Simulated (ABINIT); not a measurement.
Crystal: TaF3.

```
CELL_PARAMETERS angstrom
3.90120 0.00000 0.00000
0.00000 3.90120 0.00000
0.00000 0.00000 3.90120
ATOMIC_POSITIONS crystal
Ta 0.00000 0.00000 0.00000
F 0.00000 0.00000 0.50000
F 0.00000 0.50000 0.00000
F 0.50000 0.00000 0.00000
```

Base run:

- Program: ABINIT 10.8.3 (patched build)
- Functional: PBE
- Potentials or basis: JTH PAW PBE v2.0
- Cutoff: 626 eV
- k mesh: 7 × 7 × 7
- Occupations: fermi-dirac, width 0.05 eV
- Spin: no spin polarisation

Its results: band gap on the k mesh none (metal or under the smearing width); pressure 25.1 GPa.

Q: The run is repeated on the same cell with these changes: spin from no spin polarisation to spin-orbit coupling, no magnetisation. What comes out?

A: Band gap on the k mesh none (metal or under the smearing width); pressure 25.7 GPa.

Caveats: the atomic spheres overlap; spin-orbit coupling is left out, which moves the levels of the heavy elements (some runs).
